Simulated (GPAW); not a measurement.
Wanted: an ASE script for a GPAW 26.7.0 run.

* Task: eps q
* Functional: LDA
* Potentials or basis: the program's PAW data sets (release 1.2.1) made for this functional
* Cutoff: 550 eV
* Basis: pw
* k mesh: 8 × 8 × 8
* Occupations: fermi-dirac, width 0.05 eV
* Spin: no spin polarisation
* Hubbard terms: Hf d U = 4.5 eV
* Kernel: RPA
* Response ecut: 50 eV
* Maxiter: 150
* Response k mesh: 14 × 14 × 14
* Response bands: 28

The structure of HfB lies in HfB.xyz:

```xyz
2
Lattice="0.0000000000 2.3100000000 2.3100000000 2.3100000000 0.0000000000 2.3100000000 2.3100000000 2.3100000000 0.0000000000" Properties=species:S:1:pos:R:3 pbc="T T T"
Hf     2.3100000000      2.3100000000      2.3100000000
B      0.0000000000      0.0000000000      0.0000000000
```

These files were run (other wordings do the same):

run.py

```python
import numpy as np
from ase.dft.bandgap import bandgap
from ase.io import read, write
from gpaw import GPAW, PW
from gpaw.response.df import DielectricFunction

atoms = read('HfB.xyz')

calc = GPAW(mode=PW(550),
            xc='LDA',
            kpts={'size': (8, 8, 8), 'gamma': True},
            occupations={'name': 'fermi-dirac', 'width': 0.05},
            setups={'Hf': ':d,4.5'},
            nbands=17,
            convergence={'density': 1e-06},
            maxiter=150,
            txt='gpaw.txt')
atoms.calc = calc
energy = atoms.get_potential_energy()
calc.write('gs.gpw')
write('result.traj', atoms)
print(f'Energy: {energy:.6f} eV')
print('Fermi level:', round(calc.get_fermi_level(), 4), 'eV')
print(f'Gap: {bandgap(calc)[0]:.4f} eV, direct: {bandgap(calc, direct=True)[0]:.4f} eV')

dense = calc.fixed_density(kpts={'size': (14, 14, 14), 'gamma': True},
                           nbands=34, convergence={'bands': 28, 'eigenstates': 1e-7},
                           update_fermi_level=True, txt='dense.txt')
dense.write('dense.gpw', mode='all')

df = DielectricFunction('dense.gpw', frequencies=np.array([0.0]), hilbert=False, eta=0.001,
                        ecut=50, nbands=28, txt='df.txt')
for q_c in [[0.0714285714, 0.0714285714, 0.0], [0.1428571429, 0.1428571429, 0.0], [0.2142857143, 0.2142857143, 0.0], [0.2857142857, 0.2857142857, 0.0], [0.5, 0.5, 0.0], [0.7142857143, 0.7142857143, 0.0], [0.9285714286, 0.9285714286, 0.0], [0.0714285714, 0.0714285714, 0.0714285714], [0.1428571429, 0.1428571429, 0.1428571429], [0.2142857143, 0.2142857143, 0.2142857143], [0.2857142857, 0.2857142857, 0.2857142857], [0.5, 0.5, 0.5], [0.7142857143, 0.7142857143, 0.7142857143], [0.9285714286, 0.9285714286, 0.9285714286]]:
    e0, e = df.get_dielectric_function(xc='RPA', q_c=q_c, filename=None)
    q = np.linalg.norm(2 * np.pi * np.array(q_c) @ atoms.cell.reciprocal())
    print(q_c, f'|q| = {q:.4f} 1/A: eps {e0[0].real:.4f} without, {e[0].real:.4f} with local fields')
```

Potentials or basis: the program's PAW data sets (release 1.2.1) made for this functional, pw.

The run is started by

```sh
$ OMP_NUM_THREADS=1 python run.py
```

Results of the run:

```json
{
  "Band gap on the k mesh": "none (metal or under the smearing width)"
}
```

Caveat: response on these states lacks terms of the Hamiltonian; U without spin polarisation on a metal has little footing; the U is typed as a test and isn't derived for this compound.

Wall time 3.1 min on 1 thread of Arm Neoverse V2 (shared host), peak memory 0.31 GiB.
